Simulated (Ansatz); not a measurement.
# SrMg: the cost of one run

All numbers are computed with Ansatz 0.2.0 through its Python package. Level of theory: DFT PBEsol, plane waves, PAW.

## 1. Starting point

It takes space group P-6m2 (No. 187, hexagonal). Conventional cell: a = 4.253 Å, b = 4.253 Å, c = 15.814 Å, α = 90.00°, β = 90.00°, γ = 120.00°. Sr (site symmetry 3m) is surrounded by 3 Mg at 3.59 Å. Around Sr (site symmetry -6m2) lie 12 Sr at 4.25 to 4.30 Å. Mg (site symmetry -6m2) is surrounded by 6 Mg at 3.02 Å. Around Mg (site symmetry 3m) lie 3 Mg at 3.02 Å.

No structure file is read: the coordinates are typed or built in the script.

## 2. The code

eos_srmg.py reads:

```python
import ansatz
import numpy as np

vectors0 = np.array([
    [4.252933, 0.0, 0.0],
    [-2.126466, 3.683148, 0.0],
    [0.0, 0.0, 15.813813],
])
sites = [
    ("Sr", (2 / 3, 1 / 3, 0.723069)),
    ("Sr", (0.0, 0.0, 0.5)),
    ("Sr", (2 / 3, 1 / 3, 0.276931)),
    ("Mg", (2 / 3, 1 / 3, 0.0)),
    ("Mg", (0.0, 0.0, 0.888442)),
    ("Mg", (0.0, 0.0, 0.111558)),
]


def on_lattice(cell):
    crystal = ansatz.Crystal(lattice=ansatz.Lattice.of(cell))
    for symbol, position in sites:
        crystal = crystal.atom(symbol, position)
    return crystal

volumes, energies, pressures = [], [], []
for scale in np.linspace(0.92, 1.08, 7):
    cell = vectors0 * scale ** (1 / 3)
    setup = (
        on_lattice(cell).calculation()
        .functional("pbesol")
        .pseudopotentials("paw")
        .basis(450)
        .occupations("fermi_dirac", width=0.15)
        .kpoints(6, 6, 2)
        .stress()
    )
    data = setup.run(threads=1).report
    volumes.append(abs(np.linalg.det(cell)) / len(sites))
    energies.append(data["free_energy_ev"] / len(sites))
    pressures.append(np.trace(data["stress_gpa"]) / 3)
    print(f"V = {volumes[-1]:8.4f} A^3/atom  F = {energies[-1]:.5f} eV/atom  P = {pressures[-1]:8.3f} GPa")

x = np.array(volumes) ** (-2 / 3)
poly = np.polynomial.Polynomial.fit(x, energies, 3).convert()
roots = poly.deriv().roots()
x0 = min((r.real for r in roots if abs(r.imag) < 1e-9 and poly.deriv(2)(r.real) > 0), key=lambda r: abs(r - x.mean()))
v0 = x0 ** -1.5
b0 = 4 / 9 * poly.deriv(2)(x0) * v0 ** (-7 / 3) * 160.21766
b1 = 4 + 2 / 3 * x0 * poly.deriv(3)(x0) / poly.deriv(2)(x0)
print(f"V0 = {v0:.4f} A^3/atom, B0 = {b0:.1f} GPa, dB/dP = {b1:.2f}")
```

## 3. What the engine is handed

The package turns the script's settings into the engine's input (first run):

```yaml
crystal:
  lattice:
    - [4.136355114457437, 0.0, 0.0]
    - [-2.068177070934306, 3.582188590110327, 0.0]
    - [0.0, 0.0, 15.380337823714486]
  atoms:
    - { symbol: Sr, position: [0.6666666666666666, 0.3333333333333333, 0.723069] }
    - { symbol: Sr, position: [0.0, 0.0, 0.5] }
    - { symbol: Sr, position: [0.6666666666666666, 0.3333333333333333, 0.276931] }
    - { symbol: Mg, position: [0.6666666666666666, 0.3333333333333333, 0.0] }
    - { symbol: Mg, position: [0.0, 0.0, 0.888442] }
    - { symbol: Mg, position: [0.0, 0.0, 0.111558] }
basis:
  ecutwfc: 450.0
kpoints:
  mp_grid:
    grid: [6, 6, 2]
hamiltonian:
  xc: pbesol
  pseudopotentials:
    kind: paw
scf:
  occupations:
    method: fermi_dirac
    width: 0.15
output:
  stress: true
```

## 4. The run

Launch:

```console
> python eos_srmg.py
```

Q: Estimate wall time and peak memory on 1 thread of Intel Xeon Platinum 8488C (Sapphire Rapids), shared host.

About 59 s, with a peak of 0.56 GiB.
